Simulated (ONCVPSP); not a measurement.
**An ONCV potential for lithium, from input to tests**

Do these settings give a usable potential? It is generated, then checked for transferability, scattering, ghosts and hardness.

Program: ONCVPSP 4.0.1.1 (patched build). Reference atom: LDA (Perdew-Wang 92), scalar-relativistic, spherical and spin-unpolarised. All values are calculated.

**1. Starting point**

Typed settings, in words:

* element: lithium (Li, Z = 3)
* type: optimised norm-conserving Vanderbilt (ONCV)
* frozen core: [He]
* valence charge: 1
* reference configuration: 2s1
* partial waves: 2s: rc 2.05 bohr, ncon 4, nbas 8, qcut 3.9 1/bohr, 3 projectors, debl 1.6 Ha; p scattering state at 0.09 Ha: rc 1.95 bohr, ncon 4, nbas 7, qcut 3.8 1/bohr, 2 projectors, debl 1.6 Ha; d scattering state at 0.12 Ha: rc 1.70 bohr, ncon 5, nbas 10, qcut 5.3 1/bohr, 1 projector
* local potential: polynomial inside 1.20 bohr (lpopt 5, dvloc0 0 Ha)
* core correction: Teter function, fcfact 5.5, rcfact 1.1

An earlier all-electron run gives the scale for the radii.

All-electron outer shells of the reference configuration (LDA (PZ), scalar-relativistic, ld1.x):

```
shell  level (eV)  outermost node (bohr)  outermost maximum (bohr)
   1s      -51.10                      –                      0.36
   2s       -2.88                   0.84                      3.12
   2p       -1.13                      –                      3.91
```

**2. Generating the potential**

Li.dat

```
# ATOM AND REFERENCE CONFIGURATION
# atsym  z   nc   nv     iexc    psfile
  Li 3.00    1    1  -001012      upf
#
#   n    l    f
    1    0    2.00
    2    0    1.00
#
# PSEUDOPOTENTIAL AND OPTIMIZATION
# lmax
    2
#
#   l,   rc,      ep,       ncon, nbas, qcut
    0    2.05    0.00    4    8    3.90
    1    1.95    0.09    4    7    3.80
    2    1.70    0.12    5   10    5.30
#
# LOCAL POTENTIAL
# lloc, lpopt,  rc(5),   dvloc0
    4    5    1.20    0.00
#
# VANDERBILT-KLEINMAN-BYLANDER PROJECTORs
# l, nproj, debl
    0    3    1.60
    1    2    1.60
    2    1    2.80
#
# MODEL CORE CHARGE
# icmod, fcfact, rcfact
    3    5.50    1.10
#
# LOG DERIVATIVE ANALYSIS
# epsh1, epsh2, depsh
   -2.00    5.00    0.02
#
# OUTPUT GRID
# rlmax, drl
    6.00    0.01
#
# TEST CONFIGURATIONS
# ncnf
    2
# nvcnf
#   n    l    f
    1
    2    0    0.50
#
    2
    2    0    0.00
    2    1    1.00
#
```

Command:

```
oncvpsp.x < Li.dat > Li.out
```

Before running it: what results should come out? Wanted: cutoffs for 1 and 0.1 mHa per electron, occupied waves; bound ghosts; GHOST(+) flags; largest test error; largest phase difference near zero energy, channels read; rms error of d²Exc/dn², without and with the model core.

As calculated:

| quantity | value |
| --- | --- |
| cutoffs for 1 and 0.1 mHa per electron, occupied waves | 2.3 Ha and 3.6 Ha |
| bound ghosts | s at -23.37 eV |
| GHOST(+) flags | none at low energy |
| largest test error (AE − PS) | +3.3 meV, for 2s0 2p1 |
| largest phase difference near zero energy, channels read | 0.002 rad |
| rms error of d²Exc/dn², without and with the model core | 3.41 and 1.82 mHa |

It has a bound ghost (s), a state that the atom doesn't have, and that rules the file out. By total energies transferability is very good: the largest error is 3.3 meV on 1.8 eV, for 2s0 2p1. Atomic tests can pass in spite of a ghost, since they solve only for the levels asked. It counts as soft on the atom, with 2.3 Ha needed at the looser tolerance. That counts occupied waves only; other projectors can need more. Near zero energy the phases of the channels with partial waves agree within 0.002 rad. These are tests on the free atom; a crystal test is still owed.
